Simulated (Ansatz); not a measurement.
# BeBH (singlet): wave-function methods side by side at angle B1–Be2–H3 = 137.2°, cc-pVDZ

An exercise on one series of results from a longer session: the logs are not shown, and one member is left open.

Method: cc-pVDZ, core rule «outside noble gas», up to 2 orbitals frozen; program: Ansatz 0.2.0, Gaussian basis.

Plan: UHF; CCSD(T) on RHF; CCSD(T) on UHF; BCCD(T) on RHF; CISD; CCSDT(Q) on RHF; CCSDT(Q) on UHF; CCSDTQ on RHF; CASSCF and MRCISD+Q, 2 electrons in 2 orbitals; CASSCF and NEVPT2, 2 electrons in 2 orbitals.

29 further runs of the same task are left out: 21 for a known fault of the program, 6 that didn't finish, 2 set aside as unsound or not needed.

### The geometry

The geometry derives from a PBE0/def2-TZVP stationary point (not a proven minimum). One angle is set to the value named; bond lengths are kept.

3 atoms, charge 0, spin multiplicity 1.

Atoms are counted from 1 here; the program's logs count them from 0.

Bond lengths: B1–Be2 2.042 Å, Be2–H3 1.345 Å. Angles: B1–Be2–H3 137.2°.

As a file:

```xyz
3
BBeH
B     0.3347    0.0000    0.9753
Be   -0.4105    0.0000   -0.9263
H     0.0801    0.0000   -2.1783
```

The first run:

in.yaml

```yaml
crystal:
  periodic: [false, false, false]
  atoms:
    - {symbol: B, position_ang: [0.334725, 0.000000, 0.975273]}
    - {symbol: Be, position_ang: [-0.410499, 0.000000, -0.926313]}
    - {symbol: H, position_ang: [0.080143, 0.000000, -2.178284]}
basis:
  gaussian: {orbitals: cc-pVDZ}
magnetization: {spin_polarized: true, initial_magnetization: 0}
hamiltonian: {xc: hf}
output: {orbitals: {seedname: orbitals}}
```

Run with:

```
> ansatz run in.yaml --threads 1 --pin off --events-out ev --progress --plain --max-ram 2393MiB
```

Among the steps run: UHF; CCSD(T) on RHF; CCSD(T) on UHF; BCCD(T) on RHF; CISD; CCSDT(Q) on RHF; CCSDT(Q) on UHF; CCSDTQ on RHF; CASSCF and MRCISD+Q, 2 electrons in 2 orbitals; CASSCF and NEVPT2, 2 electrons in 2 orbitals.

One of the session's tables, all rows but one given; the rest of the session is left out.

It belongs to the step «Misses and costs». 

```
     method  from RCCSDTQ (kcal/mol)
        RHF                   +83.19
        UHF                        ?
       RMP2                   +26.50
       UMP2                   +24.86
       CISD                    +7.89
      RCCSD                    +2.75
      UCCSD                    +2.80
   RCCSD(T)                    +0.84
   UCCSD(T)                    +1.04
    BCCD(T)                    +0.83
     RCCSDT                    +0.24
     UCCSDT                    +0.27
  RCCSDT(Q)                    +0.08
  UCCSDT(Q)                    +0.10
    RCCSDTQ                        0
CASSCF pair                   +70.12
NEVPT2 pair                   +24.49
```

Q: Estimate the row for UHF from the others.

The run gave: from RCCSDTQ (kcal/mol): +71.64. In the column «from RCCSDTQ (kcal/mol)» it lies between CASSCF pair (+70.12) and RHF (+83.19).

Not comparable, so not listed: CASSCF and MRCISD+Q, 2 electrons in 2 orbitals (they don't share determinant, frozen orbitals or solution with the rows shown, or repeat one).

To keep in mind: The determinant is far from a pure spin state, so its energy mixes those of several spin states (harmless only where they are near-degenerate, as at dissociation). Restricted and unrestricted rows rest on different reference determinants; where their highest levels disagree by more than a few hundredths of an eV, they describe different states and don't form one ladder. Warnings in the runs' records: passed over end.
